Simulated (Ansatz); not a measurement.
**C₅H₄F₆: a ladder of functionals and wavefunction methods**

Aim: compute C₅H₄F₆ with functionals from several rungs and with coupled cluster, and see how far each lands from CCSD(T) at the basis-set limit for the atomisation energy.

The runs use Ansatz 0.2.0, Gaussian basis; functionals in def2-TZVPP, the program's frozen cores in correlated methods.

Levels to be run: LDA (SPW92), PBE-D4, revPBE-D4, BLYP-D4, r2SCAN-D4, B97M-V, PBE0-D4, B3LYP-D4, r2SCANh-D4, r2SCAN0-D4, HSE06-D4, BHLYP-D4, CAM-B3LYP-D4, LC-ωPBE, ωB97X-V, ωB97M-V, B2PLYP, PBE-QIDH; CCSD(T)/def2-SVP; CCSD(T)/def2-TZVPP; MP2/def2-QZVPP; extrapolation to the limit; RPA on PBE.

## (1) The relaxed structure

All runs share one geometry, relaxed beforehand with PBE0-D4 in a triple-zeta def2 set.

SMILES `F[C@@H]1[C@@H](F)[C@H](F)C(F)(F)[C@@H]1F`, 15 atoms, charge 0, spin multiplicity 1.

Atoms are counted from 1 here; the program's logs count them from 0.

Bond lengths: F1–C2 1.374 Å, C2–C3 1.538 Å, C2–C10 1.525 Å, C2–H12 1.093 Å, C3–F4 1.370 Å, C3–C5 1.528 Å, C3–H13 1.092 Å, C5–F6 1.354 Å, C5–C7 1.525 Å, C5–H14 1.097 Å, C7–F8 1.345 Å, C7–F9 1.348 Å, C7–C10 1.530 Å, C10–F11 1.362 Å, C10–H15 1.095 Å. Angles: F1–C2–C3 111.3°, F1–C2–C10 110.8°, F1–C2–H12 108.9°, C3–C2–C10 107.1°, C3–C2–H12 108.6°, C10–C2–H12 110.0°, C2–C3–F4 109.6°, C2–C3–C5 104.6°, C2–C3–H13 111.1°, F4–C3–C5 110.0°, F4–C3–H13 108.5°, C5–C3–H13 113.0°, C3–C5–F6 113.8°, C3–C5–C7 104.1°, C3–C5–H14 108.7°, F6–C5–C7 113.5°, F6–C5–H14 109.2°, C7–C5–H14 107.2° and more.

As a file:

```
F     1.43882   -0.91542   -1.71759
C     0.33610   -0.85364   -0.89963
C    -0.46181    0.44033   -1.13247
F    -1.77628    0.13334   -1.36689
C    -0.33167    1.21445    0.17797
F    -1.35299    2.07301    0.40965
C    -0.19716    0.12784    1.23998
F    -1.38533   -0.44872    1.49633
F     0.28803    0.59879    2.40598
C     0.74835   -0.86914    0.56805
F     0.67436   -2.10918    1.12556
H    -0.31298   -1.70671   -1.11472
H    -0.07658    0.99087   -1.99290
H     0.61253    1.77333    0.16484
H     1.77480   -0.50005    0.66513
```

## (2) LDA

This LDA is Slater exchange with PW92 correlation.

Input file in.yaml:

```yaml
crystal:
  periodic: [false, false, false]
  atoms:
    - {symbol: F, position_ang: [1.438819, -0.915416, -1.717592]}
    - {symbol: C, position_ang: [0.336097, -0.853640, -0.899630]}
    - {symbol: C, position_ang: [-0.461807, 0.440335, -1.132466]}
    - {symbol: F, position_ang: [-1.776283, 0.133335, -1.366888]}
    - {symbol: C, position_ang: [-0.331666, 1.214447, 0.177966]}
    - {symbol: F, position_ang: [-1.352993, 2.073006, 0.409647]}
    - {symbol: C, position_ang: [-0.197161, 0.127845, 1.239978]}
    - {symbol: F, position_ang: [-1.385332, -0.448719, 1.496332]}
    - {symbol: F, position_ang: [0.288027, 0.598790, 2.405983]}
    - {symbol: C, position_ang: [0.748355, -0.869138, 0.568050]}
    - {symbol: F, position_ang: [0.674365, -2.109179, 1.125561]}
    - {symbol: H, position_ang: [-0.312976, -1.706715, -1.114718]}
    - {symbol: H, position_ang: [-0.076577, 0.990867, -1.992896]}
    - {symbol: H, position_ang: [0.612530, 1.773330, 0.164841]}
    - {symbol: H, position_ang: [1.774804, -0.500049, 0.665133]}
basis:
  gaussian: {orbitals: def2-TZVPP}
hamiltonian: {xc: lda}
output: {orbitals: {seedname: orbitals}}
```

Command:

```
> ansatz run in.yaml --threads 4 --pin off --events-out ev --progress --plain --max-ram 63488MiB --backend cuda --devices 0, --max-vram 37GiB
```

After this run come: PBE-D4 (GGA); revPBE-D4 (GGA); BLYP-D4 (GGA); r2SCAN-D4 (meta-GGA); B97M-V (meta-GGA); PBE0-D4 (hybrid); B3LYP-D4 (hybrid); r2SCANh-D4 (hybrid); r2SCAN0-D4 (hybrid); HSE06-D4 (hybrid); BHLYP-D4 (hybrid); CAM-B3LYP-D4 (range-separated); LC-ωPBE (range-separated); ωB97X-V (range-separated); ωB97M-V (range-separated); B2PLYP (double hybrid); PBE-QIDH (double hybrid); CCSD(T) in def2-SVP; CCSD(T) in def2-TZVPP; MP2 in def2-QZVPP; RPA on PBE orbitals.

**Question.** What will the summary of the whole plan be? Wanted: atomisation energy, CCSD(T)/CBS; farthest beyond LDA; mean size of error, GGA; mean size of error, meta-GGA; mean size of error, hybrid; mean size of error, range-separated; mean size of error, double hybrid; gap, smallest and largest; T1 diagnostic.

As calculated:

| quantity | value |
| --- | --- |
| atomisation energy, CCSD(T)/CBS | 6339.3 kJ/mol |
| functionals within 31.7 kJ/mol (0.5 %) | BLYP-D4, B97M-V, B3LYP-D4, r2SCANh-D4, PBE-QIDH |
| farthest beyond LDA | BHLYP-D4 (-321.2 kJ/mol) |
| mean size of error, GGA | 127.0 kJ/mol |
| mean size of error, meta-GGA | 33.9 kJ/mol |
| mean size of error, hybrid | 109.5 kJ/mol |
| mean size of error, range-separated | 60.5 kJ/mol |
| mean size of error, double hybrid | 38.1 kJ/mol |
| gap, smallest and largest | 6.45 eV (LDA (SPW92)), 14.47 eV (LC-ωPBE) |
| T1 diagnostic | 0.0118 |
| triples share of the correlation energy | 3.4 % |

LDA overbinds by 1318.5 kJ/mol (21 %). PBE-D4 misses by +301.1 kJ/mol. Double hybrids carry the basis error of their MP2 part in triple zeta, and no dispersion term here, so their miss is partly the set-up's. Taken by rung, meta-GGA functionals do best (33.9 kJ/mol on average) and GGA ones worst beyond LDA (127.0 kJ/mol). hybrid functionals lie within the reference's doubt of that worst mean (109.5 kJ/mol), so those two tie. The gap between the best rungs is small, so their order is not settled. The reference freezes the cores and leaves out relativity and excitations past (T), so misses under about 31.7 kJ/mol can't be ranked. Hartree-Fock recovers 70 % of the binding; the rest is correlation. CCSD(T) in def2-SVP is off by -285.7 kJ/mol, more than most functionals: a good method in a small basis is no reference. The gap grows from 6.5 to 14.5 eV across the functionals, mostly with the share of exact exchange.
